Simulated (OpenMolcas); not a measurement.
# Ir²⁺ among point charges: CASSCF and CASPT2 levels and susceptibility

How does a field of 6 point charges split the states of Ir²⁺, and what χT follows?

The numbers are computed with OpenMolcas 26.06 (state-averaged CASSCF and CASPT2, spin-orbit coupling by RASSI with atomic mean-field integrals), except any that are marked as measured or tabulated.

## 1. The system

| Property | Result |
| --- | --- |
| Species | Ir²⁺ (iridium, Z = 77, 75 electrons) |
| Basis | ANO-RCC-VDZP [7s6p4d2f], 59 functions |
| Scalar Hamiltonian | DKH2, point nucleus |
| Inactive shells | 1s 2s 2p 3s 3p 3d 4s 4p 4d 4f 5s 5p |
| Active space | 7 electrons in 5 orbitals (5d) |
| Some configurations of this space | 5d⁷ |
| Orbitals | optimised for each spin and parity, averaged over all roots |

Outer shells as boxes (Hund's rule):

5d7
```
5d [↑↓][↑↓][↑ ][↑ ][↑ ]
```

The ion sits among 6 point charges of -1.7 e arranged as an octahedron (Oh), 2.04 Å from the ion.

Each step is its own input file, run in one work folder so that later steps find the files of earlier ones. Labels, J, g values, rates, χT and fits are worked out afterwards by a script from the matrices that RASSI stores. The input lists half of the charges; inversion (Group=XYZ) makes the rest.

## 2. Basis and integrals

a.inp

```
&GATEWAY
Coord
1

Ir 0.0 0.0 0.0
Basis=ANO-RCC-VDZP
Group=XYZ
NoMove
AngMom=0.0 0.0 0.0
AMFI
XField
3 Angstrom 0
2.040000 0.000000 0.000000 -1.700000
0.000000 2.040000 0.000000 -1.700000
0.000000 0.000000 2.040000 -1.700000
&SEWARD
```

Run with:

```console
$ OMP_NUM_THREADS=1 MOLCAS_MEM=1689 MOLCAS_PROJECT=a pymolcas a.inp > a.log
```

## 3. CASSCF: quartets of even parity, 10 roots

a.inp

```
&RASSCF
FileOrb=start.orb
Symmetry=1
Spin=4
nActEl=7 0 0
Inactive=15 19
Ras2=5 0
CIRoot=10 10 1
SDav=10
CIMx=300
Iter=120 100
PrWF=0.3
OrbListing=Nothing
MaxOrb=0
>>> COPY $Project.JobIph JOB001
```

start.orb holds the contracted functions of the basis, ordered by shell, or the orbitals of the step before.

## 4. Reference wave functions, doublets of even parity, 40 roots

a.inp

```
&RASSCF
FileOrb=start.orb
Symmetry=1
Spin=2
nActEl=7 0 0
Inactive=15 19
Ras2=5 0
CIRoot=40 40 1
SDav=40
CIMx=300
Iter=120 100
PrWF=0.3
OrbListing=Nothing
MaxOrb=0
>>> COPY $Project.JobIph JOB002
```

## 5. RASSI: spin-orbit coupling between the states

a.inp

```
&RASSI
NrOfJobIphs=2 10 40
1 2 3 4 5 6 7 8 9 10
1 2 3 4 5 6 7 8 9 10 11 12 13 14 15 16 17 18 19 20 21 22 23 24 25 26 27
28 29 30 31 32 33 34 35 36 37 38 39 40
IphNames
JOB001
JOB002
EJob
SpinOrbit
DIPRint=1.0
SOCoupling=1000.0
Subsets=2
Property=9
'ANGMOM' 1 'ANGMOM' 2 'ANGMOM' 3 'MLTPL  1' 1 'MLTPL  1' 2 'MLTPL  1' 3
'AMFI' 1 'AMFI' 2 'AMFI' 3
SOProperty=3
'ANGMOM' 1 'ANGMOM' 2 'ANGMOM' 3
```

## 6. CASPT2: IPEA 0.25, imaginary shift 0.1 (closed shells correlated: 5s 5p)

a.inp

```
>>> COPY JOB001 $Project.JobIph
&CASPT2
Multistate=10 1 2 3 4 5 6 7 8 9 10
NoMult
Frozen=14 16
IPEA=0.25
Imaginary=0.1
MaxIter=60
WThr=0.0 0.3 0.05
PrWF=0.5
NoMix
>>> COPY JOB002 $Project.JobIph
&CASPT2
Multistate=40 1 2 3 4 5 6 7 8 9 10 11 12 13 14 15 16 17 18 19 20 21 22
23 24 25 26 27 28 29 30 31 32 33 34 35 36 37 38 39 40
NoMult
Frozen=14 16
IPEA=0.25
Imaginary=0.1
MaxIter=60
WThr=0.0 0.3 0.05
PrWF=0.5
NoMix
```

(Steps that only read results are left out.)

What does the calculation give? Wanted: spin-free ground state; first state of the same spin within the active space; lowest level; next level.

**Answer**, as computed:

| quantity | value |
| --- | --- |
| method | SS-CASPT2, IPEA 0.25, imaginary shift 0.1 (closed shells correlated: 5s 5p) |
| spin-free ground state | 4T1, 3-fold in its orbital part |
| first state of the same spin within the active space | 4T2 at 12600 cm⁻¹ |
| lowest level | 2-fold Γ6, g = 4.74, 4.74, 4.74 |
| next level | 415.6 cm⁻¹ |
| χT at 300 K | 3.19 cm³ K/mol |
| effective moment at 300 K | 5.05 μB |

Cost by method:

| method | time of its own steps | time with the reference |
| --- | --- | --- |
| A. CASSCF | 10 s | 10 s |
| B. SS-CASPT2, IPEA 0.25, imaginary shift 0.1, +5s 5p | 4.1 s | 14 s |

Times are of one thread on a shared host.

**Reading.** The spin-free ground state (4T1) comes to 94 % from free-ion F terms and keeps the highest spin of the shell. χT at 300 K is 3.19, against 1.88 cm³ K/mol for the spin alone, so orbital moment adds to it. An active space of the d shell alone favours high spin; real ions in strong fields can be low spin. A ligand-field fit to the states below 45000 cm-1 gives 10Dq = 12890 cm-1, B = 667 cm-1 and C = 3121 cm-1 (C/B = 4.68), with a deviation of 512 cm-1. CASPT2 does not keep the components of a term degenerate, and the means are used. The field of point charges can differ much from that of real complexes. With metal d orbitals alone active, the gaps between spin states are rough; where two lie within a few thousand cm-1, their order is open. This is an electrostatic model: the charges have no orbitals.
